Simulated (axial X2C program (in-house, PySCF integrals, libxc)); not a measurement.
# SeF⁺: properties at the nuclei

Aim: properties at the nuclei of SeF⁺, with spin–orbit coupling in the Hamiltonian from the start.

Computed with an in-house X2C program for linear molecules on PySCF integrals. Level: two-component X2C with atomic mean-field terms, Se dyall-cv3z, F dyall-av3z.

All values are calculated.

### Step 1. Input

The input, task.json:

```json
{"zs": [34, 9], "q": 1, "bas": ["dyall-cv3z", "dyall-av3z"], "r0": 1.8, "levels": ["PBE0", "HF", "B3LYP", "LDA", "TPSSh"], "nst": 3}
```

Keys: zs atomic numbers; q charge; bas basis sets; r0 starting distance in Å; levels methods (HF also brings MP2); nst determinants followed.

Launch:

```sh
$ python soeom.py task.json out
```

Nuclei are Gaussian, cores are contracted, and the Gaunt term is on.

### Step 2. Expectation values, lowest determinant

R = 1.660 Å. State: Ω = 1 (excess of +ω over −ω: ω = -1/2, ω = 3/2).

Output of the PBE0 run:

```text
two-component X2C + atomic mean field  PBE0
basis functions 156  fitting functions 863  grid points 5075
iter        total energy     max residual
   1      -2528.327226286     8.72e-05
   2      -2528.327226313     1.85e-05
   3      -2528.327226315     2.44e-05
   4      -2528.327226317     1.23e-05
   5      -2528.327226318     4.99e-06
converged
one-electron -3695.81777803  Coulomb 1169.26230891  exact exchange -24.15242308  xc functional -74.26427457  nuclear repulsion 97.54712442  atomic mean-field constant -0.90218397
```

The highest occupied spinor is 78% Se p, 16% F p, 3% F d.

```csv
level,Eeff magnitude (GV/cm),Ws magnitude Se (kHz),A∥/gI Se (MHz),qzz Se (a.u.),A∥/gI F (MHz),qzz F (a.u.)
PBE0,0.23,0.126,-707,4.05,-28.7,2.45
HF,1.1,0.498,-507,3.79,13.5,2.76
B3LYP,0.0391,0.0448,-658,4.32,-33,2.36
LDA,0.19,0.0556,-697,4.47,-56.7,2.21
TPSSh,0.224,0.126,-691,4.18,-35,2.38
```

Eeff is the effective electric field on the electron dipole moment in this Ω state and Ws the scalar–pseudoscalar constant (defined with the proton number Z and per Ω); A∥ is the parallel hyperfine constant, which follows by multiplying with the nuclear g factor gI = μI/(I μN); qzz is the electric field gradient, eQq0 = 234.96 MHz × Q/barn × qzz. The operators were transformed with the bare-nucleus X2C matrices.

### Step 3. Expectation values, a higher determinant

R = 1.660 Å. State: Ω = 0 (closed shell), 0.81 eV above the lowest in the PBE0 search for states (made at or near this distance, with looser thresholds).

Output of the PBE0 run:

```text
two-component X2C + atomic mean field  PBE0
basis functions 156  fitting functions 863  grid points 5075
iter        total energy     max residual
   1      -2528.297595994     3.33e-05
   2      -2528.297596000     2.14e-05
   3      -2528.297596001     1.16e-05
   4      -2528.297596002     5.59e-06
converged
one-electron -3695.80120073  Coulomb 1169.22400496  exact exchange -24.13542505  xc functional -74.22991563  nuclear repulsion 97.54712442  atomic mean-field constant -0.90218397
```

The highest occupied spinor is 80% Se p, 13% F p, 4% F d.

```csv
level,qzz Se (a.u.),qzz F (a.u.)
PBE0,4.47,2.28
HF,4.03,2.62
B3LYP,4.62,2.24
LDA,4.83,2.10
TPSSh,4.66,2.19
```

### Step 4. Expectation values, a higher determinant

R = 1.660 Å. State: Ω = 2 (excess of +ω over −ω: ω = 1/2, ω = 3/2), 1.07 eV above the lowest in the PBE0 search for states (made at or near this distance, with looser thresholds).

Output of the PBE0 run:

```text
two-component X2C + atomic mean field  PBE0
basis functions 156  fitting functions 863  grid points 5075
iter        total energy     max residual
   1      -2528.287827853     3.37e-05
   2      -2528.287827859     1.73e-05
   3      -2528.287827862     1.26e-05
   4      -2528.287827862     5.28e-06
converged
one-electron -3695.69265176  Coulomb 1169.12107490  exact exchange -24.13428080  xc functional -74.22691066  nuclear repulsion 97.54712442  atomic mean-field constant -0.90218397
```

The highest occupied spinor is 81% Se p, 12% F p, 4% F d.

```csv
level,Eeff magnitude (GV/cm),Ws magnitude Se (kHz),A∥/gI Se (MHz),qzz Se (a.u.),A∥/gI F (MHz),qzz F (a.u.)
PBE0,0.452,0.0957,1140,4.27,115,2.26
HF,0.646,0.138,1170,3.77,79.1,2.62
B3LYP,0.452,0.0953,1150,4.42,117,2.22
LDA,0.42,0.088,1150,4.64,131,2.08
TPSSh,0.403,0.0852,1120,4.48,122,2.17
```

### Step 5. Summary of results

```
                                        quantity                                            value
                              lowest determinant  Ω = 1 (excess of +ω over −ω: ω = -1/2, ω = 3/2)
                    Eeff magnitude (GV/cm), PBE0                                             0.23
                     Ws magnitude Se (kHz), PBE0                                            0.126
                            A∥/gI Se (MHz), PBE0                                             -707
                             qzz Se (a.u.), PBE0                                             4.05
                              higher determinant                             Ω = 0 (closed shell)
         qzz Se (a.u.), PBE0, higher determinant                                             4.47
          qzz F (a.u.), PBE0, higher determinant                                             2.28
                              higher determinant   Ω = 2 (excess of +ω over −ω: ω = 1/2, ω = 3/2)
Eeff magnitude (GV/cm), PBE0, higher determinant                                            0.452
 Ws magnitude Se (kHz), PBE0, higher determinant                                           0.0957
        A∥/gI Se (MHz), PBE0, higher determinant                                             1140
         qzz Se (a.u.), PBE0, higher determinant                                             4.27
```

**Reading.** In the first state, the effective field runs from 0.0391 to 1.1 GV/cm over the mean-field levels, so the levels don't agree on it. The expectation values come from single determinants, which for open shells can mix terms of unlike spin or miss the lowest Ω, so a determinant need not be a state. Eeff is the effective electric field on the electron dipole moment in this Ω state and Ws the scalar–pseudoscalar constant (defined with the proton number Z and per Ω); A∥ is the parallel hyperfine constant, which follows by multiplying with the nuclear g factor gI = μI/(I μN); qzz is the electric field gradient, eQq0 = 234.96 MHz × Q/barn × qzz. The operators were transformed with the bare-nucleus X2C matrices.
